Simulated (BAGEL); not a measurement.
# RI-MP2/6-311+G(d,p) (density fitting with qzvpp-jkfit) run of AlNH4O2 (SMILES [NH2][Al]([OH])[OH])

Aim: the energy change on altering one bond length of AlNH4O2 at RI-MP2/6-311+G** (density fitting with qzvpp-jkfit), from 2 runs. 

The results are computed with BAGEL 1.2.2.

1 further run of the same task is left out (set aside as unsound or not needed).

## 1. The structure to begin with

AlNH4O2 has 8 atoms, charge 0, and is taken as a singlet. As SMILES, `[NH2][Al]([OH])[OH]`. Geometry: relaxed at PBE0-D4/def2-TZVP. This is one conformer, not always the lowest.

Bond lengths: N1–Al2 1.760 Å, Al2–O3 1.695 Å, Al2–O4 1.692 Å, N1–H5 1.005 Å, N1–H6 1.006 Å, O3–H7 0.954 Å, O4–H8 0.955 Å. Angles: N1–Al2–O3 123.6°, N1–Al2–O4 117.6°, O3–Al2–O4 118.8°, Al2–N1–H5 126.0°, Al2–N1–H6 123.5°, Al2–O3–H7 124.8°, Al2–O4–H8 122.2°, H5–N1–H6 110.5°.

## 2. The energy at RI-MP2/6-311+G(d,p) (density fitting with qzvpp-jkfit)

calc.json

```json
{ "bagel": [

{
  "title": "molecule",
  "basis": "6-311+gss.json",
  "df_basis": "qzvpp-jkfit",
  "angstrom": true,
  "geometry": [
    { "atom": "N", "xyz": [      -0.453400,       1.370900,       0.159000 ] },
    { "atom": "Al", "xyz": [       0.021900,      -0.314300,      -0.015200 ] },
    { "atom": "O", "xyz": [       1.569400,      -0.806100,      -0.500900 ] },
    { "atom": "O", "xyz": [      -1.140100,      -1.496100,       0.324200 ] },
    { "atom": "H", "xyz": [       0.132800,       2.170000,      -0.009000 ] },
    { "atom": "H", "xyz": [      -1.372600,       1.662000,       0.447700 ] },
    { "atom": "H", "xyz": [       2.287000,      -0.213800,      -0.712700 ] },
    { "atom": "H", "xyz": [      -0.952800,      -2.429800,       0.251200 ] }
  ]
},

{ "title": "hf" },

{ "title": "mp2", "ncore": 8 }

]}
```

The basis set 6-311+G** is read from a file made from the Basis Set Exchange's data (not shown).

Command:

```sh
$ BAGEL_NUM_THREADS=1 BAGEL calc.json > calc.out
```

The program printed:

```text
* using 1 threads per process

  ===============================================================
  ===============================================================

  *** Geometry ***

  { "atom" : "N", "xyz" : [     -0.856802,      2.590626,      0.300466 ] },
  { "atom" : "Al", "xyz" : [      0.041385,     -0.593941,     -0.028724 ] },
  { "atom" : "O", "xyz" : [      2.965736,     -1.523308,     -0.946564 ] },
  { "atom" : "O", "xyz" : [     -2.154477,     -2.827219,      0.612649 ] },
  { "atom" : "H", "xyz" : [      0.250956,      4.100706,     -0.017008 ] },
  { "atom" : "H", "xyz" : [     -2.593838,      3.140725,      0.846030 ] },
  { "atom" : "H", "xyz" : [      4.321804,     -0.404023,     -1.346808 ] },
  { "atom" : "H", "xyz" : [     -1.800531,     -4.591657,      0.474699 ] },

  Number of auxiliary basis functions:      431

  Since a DF basis is specified, we compute 2- and 3-index integrals:
    o Being stored without compression. Storage requirement is 0.050 GB

  Number of basis functions:      120
  Number of electrons      :       40

    * METHOD: MOLECULE                             0.19

  *** RHF ***

  === Nuclear Repulsion ===
   161.6987015513

      * DIIS with orbital gradients will be used.

  === RHF iteration (6-311+gss.json) ===
      0       -448.01334954          0.04049003           0.08
      1       -448.36847907          0.02867105           0.08
      2       -448.65038994          0.00161411           0.08
      3       -448.65193567          0.00076723           0.08
      4       -448.65219213          0.00015397           0.08
      5       -448.65220954          0.00003145           0.08
      6       -448.65221072          0.00000669           0.08
      7       -448.65221077          0.00000183           0.08
      8       -448.65221077          0.00000056           0.08
      9       -448.65221077          0.00000024           0.08
     10       -448.65221077          0.00000007           0.08
     11       -448.65221077          0.00000002           0.08
     12       -448.65221077          0.00000001           0.08
    * SCF iteration converged.

    * Permanent dipole moment:
           (   -0.470584,    -0.583592,     0.135601) a.u.

    * METHOD: HF                                   1.21

  *** RHF ***

  === Nuclear Repulsion ===
   161.6987015513

      * DIIS with orbital gradients will be used.

  === RHF iteration (6-311+gss.json) ===
      0       -448.65221077          0.00000000           0.08
    * SCF iteration converged.

    * Permanent dipole moment:
           (   -0.470584,    -0.583592,     0.135601) a.u.

  === DF-MP2 calculation ===

    * freezing 8 orbitals
    * 3-index integral transformation done
    * assembly done

      MP2 correlation energy:   -0.6603510393      0.07

      MP2 total energy:       -449.3125618104

    * METHOD: MP2                                  0.24

  ===============================================================
```

It took 1.8 s on 1 thread of Arm Neoverse V2, shared host; peak memory 0.14 GiB.

## 3. The distorted shape

mp2.json

```json
{ "bagel" : [

{
  "title" : "molecule",
  "basis" : "6-311+gss.json",
  "df_basis" : "qzvpp-jkfit",
  "angstrom" : true,
  "geometry" : [
    { "atom" : "N", "xyz" : [   -0.917641,    1.518437,    0.304707 ] },
    { "atom" : "Al", "xyz" : [   -0.442341,   -0.166763,    0.130507 ] },
    { "atom" : "O", "xyz" : [    1.569400,   -0.806100,   -0.500900 ] },
    { "atom" : "O", "xyz" : [   -1.604341,   -1.348563,    0.469907 ] },
    { "atom" : "H", "xyz" : [   -0.331441,    2.317537,    0.136707 ] },
    { "atom" : "H", "xyz" : [   -1.836841,    1.809537,    0.593407 ] },
    { "atom" : "H", "xyz" : [    2.287000,   -0.213800,   -0.712700 ] },
    { "atom" : "H", "xyz" : [   -1.417041,   -2.282263,    0.396907 ] }
  ]
},
{
  "title" : "hf"
},
{
  "title" : "mp2",
  "ncore" : 8
}

]}
```

The basis set 6-311+G** is read from a file made from the Basis Set Exchange's data (not shown).

Command:

```sh
$ BAGEL_NUM_THREADS=1 BAGEL mp2.json > mp2.out
```

The program printed:

```text
* using 1 threads per process

  ===============================================================
  ===============================================================

  *** Geometry ***

  { "atom" : "N", "xyz" : [     -1.734090,      2.869430,      0.575813 ] },
  { "atom" : "Al", "xyz" : [     -0.835903,     -0.315136,      0.246622 ] },
  { "atom" : "O", "xyz" : [      2.965736,     -1.523308,     -0.946564 ] },
  { "atom" : "O", "xyz" : [     -3.031765,     -2.548415,      0.887996 ] },
  { "atom" : "H", "xyz" : [     -0.626333,      4.379510,      0.258339 ] },
  { "atom" : "H", "xyz" : [     -3.471126,      3.419529,      1.121377 ] },
  { "atom" : "H", "xyz" : [      4.321804,     -0.404023,     -1.346808 ] },
  { "atom" : "H", "xyz" : [     -2.677819,     -4.312852,      0.750046 ] },

  Number of auxiliary basis functions:      431

  Since a DF basis is specified, we compute 2- and 3-index integrals:
    o Being stored without compression. Storage requirement is 0.050 GB

  Number of basis functions:      120
  Number of electrons      :       40

    * METHOD: MOLECULE                             0.19

  *** RHF ***

  === Nuclear Repulsion ===
   150.2171761822

      * DIIS with orbital gradients will be used.

  === RHF iteration (6-311+gss.json) ===
      0       -447.91440163          0.04116613           0.08
      1       -448.22217461          0.03187776           0.08
      2       -448.58249598          0.00259923           0.08
      3       -448.58521069          0.00123441           0.08
      4       -448.58595986          0.00018959           0.08
      5       -448.58599473          0.00008338           0.08
      6       -448.58599970          0.00003687           0.08
      7       -448.58600146          0.00001300           0.08
      8       -448.58600159          0.00000702           0.08
      9       -448.58600163          0.00000214           0.08
     10       -448.58600163          0.00000116           0.08
     11       -448.58600163          0.00000051           0.08
     12       -448.58600164          0.00000024           0.08
     13       -448.58600164          0.00000009           0.08
     14       -448.58600164          0.00000005           0.08
     15       -448.58600164          0.00000003           0.08
     16       -448.58600164          0.00000001           0.08
     17       -448.58600164          0.00000001           0.08
    * SCF iteration converged.

    * Permanent dipole moment:
           (    0.418538,    -0.816148,    -0.142641) a.u.

    * METHOD: HF                                   1.60

  *** RHF ***

  === Nuclear Repulsion ===
   150.2171761822

      * DIIS with orbital gradients will be used.

  === RHF iteration (6-311+gss.json) ===
      0       -448.58600164          0.00000000           0.07
    * SCF iteration converged.

    * Permanent dipole moment:
           (    0.418539,    -0.816148,    -0.142641) a.u.

  === DF-MP2 calculation ===

    * freezing 8 orbitals
    * 3-index integral transformation done
    * assembly done

      MP2 correlation energy:   -0.6708314639      0.06

      MP2 total energy:       -449.2568330991

    * METHOD: MP2                                  0.23

  ===============================================================
```

Run time: 2.2 s. Hardware: 1 thread of Arm Neoverse V2, shared host; peak memory 0.14 GiB.

## 4. Results

Level: RI-MP2/6-311+G** (density fitting with qzvpp-jkfit), 8 core orbitals frozen.

```
                                                          quantity          value
                                         first shape: total energy  -449.31256 Eh
          first shape: correlation energy (8 core orbitals frozen)     -660.4 mEh
                                     distorted shape: total energy  -449.25683 Eh
      distorted shape: correlation energy (8 core orbitals frozen)     -670.8 mEh
energy change with the Al2–O3 bond stretched from 1.695 to 2.203 Å       1.516 eV
```

In words: With the Al2–O3 bond stretched from 1.695 to 2.203 Å the energy rises by 1.52 eV (35 kcal/mol). The first shape isn't relaxed at this level, so the change isn't measured from a minimum.
